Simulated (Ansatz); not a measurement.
# CH6OS2Si: the cost of one run

The runs use Ansatz 0.2.0, Gaussian basis; the settings change from run to run.

## 1. The geometry

The structure was relaxed beforehand with PBE0-D4 in a triple-zeta def2 set.

11 atoms, charge 0, spin multiplicity 1.

Atoms are counted from 1 here; the program's logs count them from 0.

Bond lengths: O1–C2 1.415 Å, O1–H6 0.964 Å, C2–Si3 1.924 Å, C2–S4 1.821 Å, C2–S5 1.802 Å, Si3–H7 1.483 Å, Si3–H8 1.481 Å, Si3–H9 1.486 Å, S4–H10 1.345 Å, S5–H11 1.346 Å. Angles: C2–O1–H6 107.0°, O1–C2–Si3 109.8°, O1–C2–S4 111.4°, O1–C2–S5 108.0°, Si3–C2–S4 106.3°, Si3–C2–S5 106.7°, S4–C2–S5 114.4°, C2–Si3–H7 111.2°, C2–Si3–H8 107.6°, C2–Si3–H9 106.3°, H7–Si3–H8 111.0°, H7–Si3–H9 110.2°, H8–Si3–H9 110.4°, C2–S4–H10 97.0°, C2–S5–H11 95.8°.

## 2. PBE-QIDH/cc-pVDZ

This run has relativity set to none, high accuracy, the search for lower states set to light.

in.yaml reads:

```yaml
crystal:
  periodic: [false, false, false]
  atoms:
    - {symbol: O, position_ang: [-1.073805, 1.109726, 0.233684]}
    - {symbol: C, position_ang: [-0.110991, 0.184794, -0.234214]}
    - {symbol: Si, position_ang: [0.239680, -1.134310, 1.121280]}
    - {symbol: S, position_ang: [1.480609, 0.998790, -0.579280]}
    - {symbol: S, position_ang: [-0.819121, -0.693444, -1.638877]}
    - {symbol: H, position_ang: [-0.605074, 1.755852, 0.774775]}
    - {symbol: H, position_ang: [1.126183, -2.207025, 0.608390]}
    - {symbol: H, position_ang: [-1.063302, -1.686918, 1.557251]}
    - {symbol: H, position_ang: [0.898127, -0.416164, 2.243177]}
    - {symbol: H, position_ang: [1.103673, 1.623550, -1.709692]}
    - {symbol: H, position_ang: [-1.110577, 0.408048, -2.355996]}
basis:
  gaussian: {orbitals: cc-pVDZ}
hamiltonian: {xc: {name: PBE-QIDH}, pseudopotentials: {relativity: none}}
accuracy: high
scf: {lower_state_search: light}
output: {forces: true}
```

Launch:

```bash
$ ansatz run in.yaml --threads 4 --pin off --events-out ev --progress --plain --max-ram 10444MiB
```

What time and memory should one allow on 4 threads of Intel Xeon 6975P-C, shared host?

About 11 s, with a peak of 0.65 GiB.
